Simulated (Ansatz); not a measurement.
# WF (R3m) in Ansatz: further runs

Aim: see how the results for WF move with the level of theory and the settings. Levels: revPBE, revPBE+D3(BJ), revPBE+D4. Tasks: relaxation of cell and atoms.

Program: Ansatz 0.2.0. These are calculated values, not measurements. Logs are shortened: lines on timing, memory, paths and dates and some standing lists are left out, and cuts for length are marked.

## 1. Starting point

Symmetry: R3m, No. 160, trigonal system. Conventional cell: a = 2.732 Å, b = 2.732 Å, c = 15.209 Å, α = 90.00°, β = 90.00°, γ = 120.00°. W (site symmetry 3m) has 1 F at 1.87 Å as nearest neighbours. F (site symmetry 3m) is surrounded by 1 W at 1.87 Å.

The cell was built by a generator and needn't be a form met in nature.

## 2. Relaxation of cell and atoms, revPBE

input.yaml reads:

```yaml
crystal:
  lattice:
    - [1.36589, 0.7886, 5.0696]
    - [-1.36589, 0.7886, 5.0696]
    - [0.0, -1.57719, 5.0696]
  atoms:
    - { symbol: W, position: [0.81412, 0.81412, 0.81412] }
    - { symbol: F, position: [0.93712, 0.93712, 0.93712] }
hamiltonian:
  xc: revpbe
  pseudopotentials: { kind: paw }
kpoints:
  mp_grid: { grid: [11, 11, 11] }
scf:
  occupations: { method: fermi_dirac, width: 0.05 }
output:
  forces: true
  stress: true
  eigenvalues: true
relax:
  f_tol: 0.01
  max_steps: 40
  cell: { stress_tol: 0.05 }
```

Potentials or basis: Ansatz PAW.

Launch:

```bash
$ ansatz run input.yaml --threads 2 --pin off --max-ram 5632MiB --backend cpu --events-out ev --progress --plain --runs-dir out
```

Output:

```text
Warning: RAYON_NUM_THREADS=2 ignored (pool sized by the plan → 2); use --threads N
basis.fft_grid_basis auto: the FFT boxes are laid along the combinations [[1, 0, -1], [0, 1, -1], [0, 0, 1]] of the cell's own vectors, 2.732, 2.732 and 5.309 Å long. The dense box has 20×20×36 points. Along the cell's own vectors, as sized, it would have 36×36×36, 3.24 times as many. Of the 6 symmetry operations that the crystal satisfies within crystal.symmetry.tolerance (time reversal apart; of a slab, those that keep its plane) the dense box along the cell's own vectors carries 6, and the one as laid loses 4 of those. basis.fft_grid_basis: typed keeps the cell's own vectors: state it where this run's energies or levels are differenced outside the engine with another run's, or held beside a run that keeps those vectors.
Engine: ansatz 0.2.0, aarch64-unknown-linux-gnu
Pseudopotentials: kind: paw
Pseudopotential: W, paw, valence charge 14, recommended cutoff 420 eV (normal), W.paw.azcp
Pseudopotential: F, paw, valence charge 7, recommended cutoff 420 eV (normal), F.paw.azcp
Functional definition: revPBE
  parameter kappa = 1.245
  parameter beta = 0.06672455060314922
  exchange = pbe_x(kappa = kappa, mu = beta*pi^2/3)
  correlation = pbe_c(beta = beta)
Crystal: 2 atoms, lattice volume = 32.764 Å³
Basis set: ecut = 420 eV, 635 PW (Γ), FFT grids on a1−a3, a2−a3, a3, exchange–correlation on 40×40×72 points (8 copies of the dense FFT grid, shifted against one another)
Bands: 15, of which v1, the nominal top of the filled ones, is band 11 counted from 1 (10 counted from 0)
Symmetry: 6 space group operations
Space group: R3m (ITA 160), of the structure as read, at distance tolerance 3.2e-5 Å
k-points: 146 of 1331 (time reversal used)
Non-local potential: W, projectors of the file, l = 0: 3, l = 1: 2, l = 2: 2, l = 3: 1
Non-local potential: F, projectors of the file, l = 0: 2, l = 1: 2, l = 2: 1
PAW form: soft (Blöchl's): semilocal exchange-correlation on the pseudo side does not see the compensation charge
PAW frozen core: W, regenerated for the run's functional, and the local potential with it (the file was generated under x = pbe(κ = 0.804, μ = 0.2195149727645171), c = pbe(β = 0.06672455060314922))
PAW frozen core: F, regenerated for the run's functional, and the local potential with it (the file was generated under x = pbe(κ = 0.804, μ = 0.2195149727645171), c = pbe(β = 0.06672455060314922))
PAW one-centre angular grid: W, 590 points (default); XC on 64 Gauss nodes
PAW one-centre angular grid: F, 110 points (default); XC on 64 Gauss nodes
Initial density: superposition of atomic densities (neutral atoms: chi_scale 0, normalization atom), corrected by the library's trained network
Initial wavefunctions: pseudopotential atomic-orbital guess
Functional: x = revpbe(κ = 1.245, μ = 0.2195149727645171), c = pbe(β = 0.06672455060314922)
SCF iter   1: F=—  HF=-11202.143682 eV  |F-HF|=—  |Δ(HF+E_count)|=         —  Δρ=1.53e-2  dr2=1.47e-1  ethr=1.77e-3  ⟨swp⟩=6.2  Hψ=12197  notcnv=0
preconditioner: auto → LDOS  [metal: Δε(μ)=0.015 eV  Ē_g=8.696 eV  σ=0.050 eV  W_gap=0.07  n_scr=4 (ndim 8)  ℏωp=21.5 eV  f_vac=0.066  D(μ)=1.16/eV (n_scr^D=4)  β→1.0]
SCF iter   2: F=—  HF=-11202.119318 eV  |F-HF|=—  |Δ(HF+E_count)|=   2.44e-2  Δρ=9.80e-3  dr2=6.75e-2  ethr=7.00e-4  ⟨swp⟩=3.0  Hψ=5341  notcnv=0  defer=28
SCF iter   3: F=—  HF=-11202.102851 eV  |F-HF|=—  |Δ(HF+E_count)|=   1.65e-2  Δρ=1.49e-3  dr2=1.64e-3  ethr=3.22e-4  ⟨swp⟩=3.0  Hψ=4144  notcnv=0  defer=28
SCF iter   4: F=—  HF=-11202.102637 eV  |F-HF|=—  |Δ(HF+E_count)|=   2.15e-4  Δρ=4.00e-4  dr2=6.54e-5  ethr=7.80e-6  ⟨swp⟩=2.5  Hψ=3400  notcnv=0  defer=28
SCF iter   5: F=—  HF=-11202.102478 eV  |F-HF|=—  |Δ(HF+E_count)|=   1.59e-4  Δρ=9.03e-5  dr2=3.43e-6  ethr=3.11e-7  ⟨swp⟩=2.0  Hψ=2999  notcnv=0  defer=28
SCF iter   6: F=—  HF=-11202.102481 eV  |F-HF|=—  |Δ(HF+E_count)|=   3.06e-6  Δρ=3.04e-5  dr2=3.60e-7  ethr=1.63e-8  ⟨swp⟩=2.0  Hψ=3054  notcnv=0  defer=28
SCF iter   7: F=-11202.102481 eV  HF=-11202.102481 eV  |F-HF|=3.71e-9  |Δ(HF+E_count)|=   1.34e-7  Δρ=1.15e-5  dr2=3.04e-8  ethr=4.76e-10  ⟨swp⟩=7.6  Hψ=10756  notcnv=0
SCF 1 converged in 7 iterations: F = -11202.102481 eV  dr2 = 3.04e-8
relax step   1: F+E_penalty+E_count = -11202.10248126 eV  Δ(F+E_penalty+E_count) = +0.000e0 eV  max|allowed force component| = 1.321e-1 eV/Å  Δτ_max = 0.0000 Å  P = +3.010 GPa  Ω = 32.764 Å³  (7 SCF iters, dr2 threshold 1.00e-7 eV, accepted)
Crystal: 2 atoms, lattice volume = 34.925 Å³
Basis set: ecut = 420 eV, 683 PW (Γ), FFT grids on a1−a3, a2−a3, a3, exchange–correlation on 40×40×72 points (8 copies of the dense FFT grid, shifted against one another)
Initial density: handed on by an earlier stage of this run
Initial wavefunctions: those handed on with the density
iter 1 solved again at ethr=6.18e-4 eV; its pass at ethr=3.10e-3 eV (dr2=1.30e-1 eV) is discarded
SCF iter   1: F=—  HF=-11202.124506 eV  |F-HF|=—  |Δ(HF+E_count)|=         —  Δρ=1.32e-2  dr2=1.29e-1  ethr=6.18e-4  ⟨swp⟩=1.0  Hψ=13837  notcnv=0
preconditioner: auto → LDOS  [metal: Δε(μ)=0.038 eV  Ē_g=8.551 eV  σ=0.050 eV  W_gap=0.19  n_scr=4 (ndim 8)  ℏωp=20.8 eV  f_vac=0.116  D(μ)=1.21/eV (n_scr^D=4)  β→1.0]
[... 122 lines left out ...]
preconditioner: auto → LDOS  [metal: Δε(μ)=0.047 eV  Ē_g=11.485 eV  σ=0.050 eV  W_gap=0.23  n_scr=4 (ndim 8)  ℏωp=22.4 eV  f_vac=0.149  D(μ)=1.27/eV (n_scr^D=4)  β→1.0]
SCF iter   2: F=—  HF=-11202.114250 eV  |F-HF|=—  |Δ(HF+E_count)|=   4.08e-5  Δρ=2.95e-4  dr2=5.08e-5  ethr=1.32e-6  ⟨swp⟩=2.7  Hψ=3407  notcnv=0
SCF iter   3: F=—  HF=-11202.114374 eV  |F-HF|=—  |Δ(HF+E_count)|=   1.24e-4  Δρ=1.01e-4  dr2=8.09e-6  ethr=2.42e-7  ⟨swp⟩=2.0  Hψ=3582  notcnv=0
SCF iter   4: F=—  HF=-11202.114373 eV  |F-HF|=—  |Δ(HF+E_count)|=   1.34e-6  Δρ=4.08e-5  dr2=8.09e-7  ethr=3.85e-8  ⟨swp⟩=2.4  Hψ=3015  notcnv=0
SCF iter   5: F=—  HF=-11202.114372 eV  |F-HF|=—  |Δ(HF+E_count)|=   8.97e-7  Δρ=7.10e-6  dr2=4.26e-8  ethr=3.85e-9  ⟨swp⟩=2.1  Hψ=2943  notcnv=0
SCF iter   6: F=—  HF=-11202.114372 eV  |F-HF|=—  |Δ(HF+E_count)|=   4.16e-8  Δρ=2.51e-6  dr2=3.54e-9  ethr=2.03e-10  ⟨swp⟩=2.0  Hψ=3020  notcnv=0
SCF iter   7: F=—  HF=-11202.114372 eV  |F-HF|=—  |Δ(HF+E_count)|=   4.43e-9  Δρ=1.06e-6  dr2=4.57e-10  ethr=1.69e-11  ⟨swp⟩=2.1  Hψ=3040  notcnv=0
SCF iter   8: F=-11202.114372 eV  HF=-11202.114372 eV  |F-HF|=9.09e-12  |Δ(HF+E_count)|=  2.36e-11  Δρ=1.73e-7  dr2=7.57e-12  ethr=1.00e-12  ⟨swp⟩=5.6  Hψ=11338  notcnv=0
SCF 12 converged in 8 iterations: F = -11202.114372 eV  dr2 = 7.57e-12
relax step  12: F+E_penalty+E_count = -11202.11437168 eV  Δ(F+E_penalty+E_count) = +1.494e-4 eV  max|allowed force component| = 1.905e-3 eV/Å  Δτ_max = 0.0022 Å  P = +0.012 GPa  Ω = 35.566 Å³  energy of the carried Pulay correction = -5.220e-4 eV  (8 SCF iters, accepted)
iter 1 solved again at ethr=7.08e-8 eV; its pass at ethr=3.10e-3 eV (dr2=1.49e-5 eV) is discarded
SCF iter   1: F=—  HF=-11202.114753 eV  |F-HF|=—  |Δ(HF+E_count)|=         —  Δρ=7.92e-5  dr2=2.19e-7  ethr=7.08e-8  ⟨swp⟩=3.7  Hψ=18273  notcnv=0
preconditioner: auto → LDOS  [metal: Δε(μ)=0.046 eV  Ē_g=11.474 eV  σ=0.050 eV  W_gap=0.22  n_scr=4 (ndim 8)  ℏωp=22.4 eV  f_vac=0.148  D(μ)=1.28/eV (n_scr^D=4)  β→1.0]
SCF iter   2: F=—  HF=-11202.114911 eV  |F-HF|=—  |Δ(HF+E_count)|=   1.59e-4  Δρ=1.97e-5  dr2=4.16e-8  ethr=1.04e-9  ⟨swp⟩=2.6  Hψ=3828  notcnv=0
SCF iter   3: F=—  HF=-11202.114911 eV  |F-HF|=—  |Δ(HF+E_count)|=   7.36e-9  Δρ=5.23e-6  dr2=3.15e-9  ethr=1.98e-10  ⟨swp⟩=2.0  Hψ=3131  notcnv=0
SCF iter   4: F=—  HF=-11202.114911 eV  |F-HF|=—  |Δ(HF+E_count)|=   7.54e-9  Δρ=9.04e-7  dr2=1.63e-10  ethr=1.50e-11  ⟨swp⟩=2.0  Hψ=3125  notcnv=0
SCF iter   5: F=-11202.114911 eV  HF=-11202.114911 eV  |F-HF|=3.64e-12  |Δ(HF+E_count)|=  4.91e-11  Δρ=1.91e-7  dr2=1.26e-11  ethr=1.00e-12  ⟨swp⟩=7.4  Hψ=11129  notcnv=0
SCF 13 converged in 5 iterations: F = -11202.114911 eV  dr2 = 1.26e-11
relax step  13: F+E_penalty+E_count = -11202.11491148 eV  Δ(F+E_penalty+E_count) = -5.398e-4 eV  max|allowed force component| = 2.108e-3 eV/Å  Δτ_max = 0.0000 Å  P = +0.018 GPa  Ω = 35.566 Å³  stress off target by 4.70e-2 GPa  SCF on the basis re-selected at this cell (its energy is not comparable with the rows above)  (5 SCF iters)
basis re-selected at this cell: Δ(F+E_penalty+E_count) = -5.398e-4 eV, ΔP = +0.006 GPa vs the last step (what re-selecting the basis moved, of the pressure what is left beyond the Pulay correction that the steps carried, after the strain that the cell walked since its last selection, with what the two solves' SCF thresholds leave and, on support functions, any second-order correction that the steps lacked; it is no measure of the basis error at this ecutwfc). This SCF's stress stands 4.70e-2 GPa from its target on what of the cell is left free (relax.cell.stress_tol is 5.00e-2 GPa) and its largest allowed force component is 2.11e-3 eV/Å (relax.f_tol is 1.00e-2 eV/Å): within both
SCF converged after 5 iterations
Free energy (F): -11202.114911 eV
Harris-Foulkes:  -11202.114911 eV  (|F-HF|=3.64e-12)
Internal energy: -11202.103315 eV  (E = F + TS)
E sigma→0 (E₀):  -11202.109113 eV
Entropy (-TS):   -0.011597 eV (-5.798 meV/atom)
Fermi energy:    9.543748 eV
--- Per-component energies (eV) ---
  E_band       = -268.299336
  E_kinetic    = 652.078984
  E_local      = -1981.846196  (includes V_loc(G=0)·N_el)
  E_nonlocal   = 74.201027
  E_hartree    = 756.957405
  E_xc         = -344.449026
  E_vxc        = -337.206425  (∫ρ·V_xc dr)
  E_paw        = -8772.633029  (= ΣΔE_a)
  E_vpaw       = -189.443613  (= ΣTr[D̂ρ^β])
  E_aug_tail   = 0.001990  (compensation charges beyond the density's cutoff)
  E_ewald      = -1586.385307
  E_core_change = -0.029163  (= ΣΔE_core)
  E_smearing   = -0.011597  (= −TS)
  E_closure    = 0.000000  (closes the sum)
  Σ components = -11202.114911   (vs F -11202.114911, Δ=0.00e0)
--- Forces (eV/Å), atoms counted from 1 ---
  atom   1  W      0.00000000    -0.00000000    -0.00210067
  atom   2  F      0.00000000     0.00000000     0.00211588
  max |Σ_I F_I| component: 1.52e-5 eV/Å
--- Stress (GPa, compression-positive) ---
        0.002738       0.000000      -0.000000
        0.000000       0.002738       0.000000
       -0.000000       0.000000       0.047030
  P = ⅓ Tr σ = 0.0175 GPa (0.175 kbar)
--- Band table (eV; the first three rows and the last of 146) ---
  k-point 0: bands = ["-64.5417", "-29.2645", "-28.0109", "-28.0109", "-14.5433", "2.8841", "3.1759", "5.5748", "5.5748", "9.3296", "9.3796", "9.3796", "13.1313", "13.1313", "15.5125"]
  k-point 1: bands = ["-64.5332", "-29.2508", "-28.1110", "-28.0337", "-14.5103", "3.0451", "3.4141", "5.3689", "5.5347", "9.0651", "9.3524", "9.7091", "12.6051", "13.0374", "16.3913"]
  k-point 2: bands = ["-64.5102", "-29.2138", "-28.3735", "-28.0943", "-14.4205", "3.1724", "4.1411", "5.0230", "5.4296", "8.4729", "9.3178", "10.6624", "12.0744", "12.7968", "17.9287"]
  k-point 145: bands = ["-64.5332", "-29.2513", "-28.1110", "-28.0337", "-14.4989", "2.5999", "3.5872", "5.3499", "5.5386", "9.0681", "9.7089", "10.1267", "12.8113", "13.0219", "15.5928"]
--- Relaxed structure (10 steps of the walk, 9 accepted, 3 SCFs on fresh bases) ---
  F+E_penalty+E_count = -11202.11491148 eV   max|allowed force component| = 2.108e-3 eV/Å   (the final SCF, on the basis selected at the relaxed cell)
  cell:  # Å, volume = 35.5660 Å³
    - [1.3768841056031391, 0.7949461894410833, 5.4156346298254]
    - [-1.3768841056031391, 0.7949461894410833, 5.4156346298254]
    - [-1.331050920080657e-33, -1.5898870375974568, 5.415635413856175]
  atoms:
    - { symbol: W, position: [0.8181358118270927, 0.8181358118270927, 0.8181358118270928] }
    - { symbol: F, position: [0.9331041881729073, 0.9331041881729073, 0.9331041881729073] }
```

Wall time 65 s (2 threads of Arm Neoverse V1, shared host); peak memory 0.39 GiB.

Results:

```yaml
Free_energy: -11202.1149 eV
Relaxed_volume: 17.78 Å³/atom
Relaxed_cell: a = 5.644 Å, b = 5.644 Å, c = 5.644 Å, α = 28.24°, β = 28.24°, γ = 28.24°
Space_group_after_relaxing_to_0.05_Å: R3m (No. 160)
Energy_gained_by_relaxing: 6.2 meV/atom
Ionic_steps: 12
Pressure_after_relaxing: 0.0 GPa
Band_gap_on_the_k_mesh: none (metal or under the smearing width)
```

Forces in eV/Å, atoms in the order of the input:
```
W    0.000  0.000 -0.002
F    0.000  0.000  0.002
```

Step by step:
```tsv
step	energy change (eV)	largest force (eV/Å)	volume (Å³)
1	0.0000	0.1322	32.76
2	-0.0058	0.0000	33.62
3	-0.0063	0.0388	34.19
4	-0.0061	0.0088	34.48
5	-0.0060	0.0001	34.53
6	-0.0112	0.0017	34.53
7	-0.0110	0.0245	35.03
8	-0.0106	0.0011	35.28
9	-0.0123	0.0014	35.28
10	-0.0120	0.0006	35.48
11	-0.0119	0.0019	35.57
12	-0.0124	0.0021	35.57
```

Final structure:
```
W F
1.0
     1.37688    0.79495    5.41563
    -1.37688    0.79495    5.41563
     0.00000   -1.58989    5.41564
W F
1 1
Direct
  0.81814 0.81814 0.81814
  0.93310 0.93310 0.93310
```

Caveat: the plane-wave basis is chosen anew once the cell has moved, so the energies of steps on either side of that aren't comparable; the pressure holds a Pulay correction of +0.3 GPa for the finite cutoff; an odd number of electrons without spin polarisation forces a metal; a magnetic or distorted state may lie lower; the PAW data sets come from PBE, with cores solved anew for the run's functional, which leaves a small shift of forces and pressure. The run has no spin-orbit coupling, so splittings on W are missing.

[end of part 1 of 2]
